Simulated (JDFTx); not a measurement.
# Al2Pd under changes of volume

One of the cells (17.107 Å³/atom); the others are scaled copies at fixed shape and fractional positions:

```xyz
3
Lattice="0.0000 2.9495 2.9495 2.9495 0.0000 2.9495 2.9495 2.9495 0.0000" Properties=species:S:1:pos:R:3 pbc="T T T"
Pd    0.0000    0.0000    0.0000
Al    4.4243    4.4243    4.4243
Al    1.4748    1.4748    1.4748
```

The cell comes from a database or a generator and needn't be the stable form of this composition.

```yaml
Program: JDFTx 1.7.0 (patched build)
Functional: PBEsol
Potentials_or_basis: PseudoDojo-SR-PBEsol-0.4.1-standard with smoothed tails
Cutoff: 1116 eV
Density_cutoff: 8925 eV
k_mesh: 8 × 8 × 8
Occupations: fermi-dirac, width 0.05 eV
Spin: no spin polarisation
```

```csv
volume (Å³/atom),energy over the lowest point (meV/atom),pressure (GPa)
16.080,20.57,7.6
16.423,7.72,4.5
16.765,?,?
17.107,0.00,-0.7
17.449,3.91,-2.9
17.791,12.30,-4.9
18.133,24.68,-6.7
```

Q: What does the run at 16.765 Å³/atom give?

A: Energy over the lowest point 1.08 meV/atom; pressure 1.7 GPa.

Worked out: A Birch-Murnaghan fit of order 3 (a polynomial in V^(-2/3)) to the other rows has its minimum at 17.01 Å³/atom with B0 = V·E''(V) = 120 GPa and B' = 4.4. It gives 1.09 meV/atom at 16.765 Å³/atom, against the run's 1.08, and -dE/dV = 1.8 GPa, against 1.7.

Energies are extrapolated to zero smearing.

Caveats: this set's palladium file may shift the pressure by some GPa.
